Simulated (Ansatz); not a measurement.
This script drives the Python package of Ansatz (0.2.0).

Contents of `f2geh2s.xyz`:
```text
6

F     1.83700   -0.03110   -0.49310
Ge    0.17830   -0.51240   -0.02760
F    -0.78900   -0.89950   -1.47230
S    -0.75040    1.13320    1.09030
H     0.29640   -1.77120    0.85920
H    -0.73020    2.01700   -0.00270
```

`md.py`
```python
"""Molecular dynamics of one F2GeH2S molecule."""

import logging
import sys
import warnings

import ansatz
import numpy as np

logging.basicConfig(stream=sys.stdout, format="%(levelname)s:%(name)s:%(message)s")
log = logging.getLogger("calc")
log.setLevel(logging.INFO)

warnings.simplefilter("ignore", ansatz.DeckWarning)

geometry = ansatz.Crystal.molecule_from_extxyz("f2geh2s.xyz")

calculation = (
    geometry.calculation()
    .basis(gaussian="def2-SVP")
    .functional("blyp")
    .md("nve", timestep=0.5, steps=40, temperature=800, initial_velocities="maxwell_boltzmann", seed=51)
)
frames = []
calculation.session().plan().execute(on_event=lambda e: frames.append(e["data"]) if e["event"] == "md_step" else None)
log.info("t (fs)   E_pot (eV)      E_kin (eV)   T (K)   d(0-1) (A)")
for f in frames[::2]:
    xyz = np.array(f["positions_ang"])
    log.info(f"{f['time_fs']:6.2f} {f['lagrangian_ev']:14.5f} {f['e_kin_ev']:10.5f} {f['temperature_k']:8.1f} {np.linalg.norm(xyz[0] - xyz[1]):9.4f}")
kept = np.array([f["conserved_ev"] for f in frames])
log.info(f"conserved energy moves by at most {1000 * np.ptp(kept):.3f} meV")
```

It is started by `python md.py`. How long does it take on 1 thread of Arm Neoverse V2, with other jobs on the host, and how much memory does it need?

It took about 80 s, with a peak of 0.19 GiB, for 1 run of the engine.

```console
$ python md.py
INFO:calc:t (fs)   E_pot (eV)      E_kin (eV)   T (K)   d(0-1) (A)
INFO:calc:  0.00   -72808.48242    0.41363    800.0    1.7887
INFO:calc:  1.00   -72808.48653    0.41770    807.9    1.7930
INFO:calc:  2.00   -72808.49030    0.42140    815.0    1.7968
INFO:calc:  3.00   -72808.48915    0.42018    812.7    1.8000
INFO:calc:  4.00   -72808.47919    0.41023    793.4    1.8027
INFO:calc:  5.00   -72808.46133    0.39247    759.1    1.8048
INFO:calc:  6.00   -72808.44217    0.37343    722.2    1.8062
INFO:calc:  7.00   -72808.42855    0.35981    695.9    1.8070
INFO:calc:  8.00   -72808.42019    0.35132    679.5    1.8071
INFO:calc:  9.00   -72808.40987    0.34091    659.3    1.8065
INFO:calc: 10.00   -72808.39152    0.32258    623.9    1.8052
INFO:calc: 11.00   -72808.36642    0.29761    575.6    1.8032
INFO:calc: 12.00   -72808.34199    0.27330    528.6    1.8006
INFO:calc: 13.00   -72808.32597    0.25733    497.7    1.7974
INFO:calc: 14.00   -72808.32137    0.25268    488.7    1.7935
INFO:calc: 15.00   -72808.32488    0.25607    495.3    1.7892
INFO:calc: 16.00   -72808.32912    0.26020    503.2    1.7843
INFO:calc: 17.00   -72808.32765    0.25872    500.4    1.7791
INFO:calc: 18.00   -72808.32020    0.25138    486.2    1.7735
INFO:calc: 19.00   -72808.31355    0.24487    473.6    1.7677
INFO:calc: 20.00   -72808.31534    0.24666    477.1    1.7617
INFO:calc:conserved energy moves by at most 0.344 meV
```

Notes:
- Total energies depend on the basis set; only differences at equal settings carry meaning.
- The trajectory is only some femtoseconds long, so its temperature is not equilibrated; where the script doesn't relax first, it starts from a rough generated geometry.
- The temperature counts the internal degrees of freedom alone.

(Lines on the test bed's own set-up are left out of the output.)
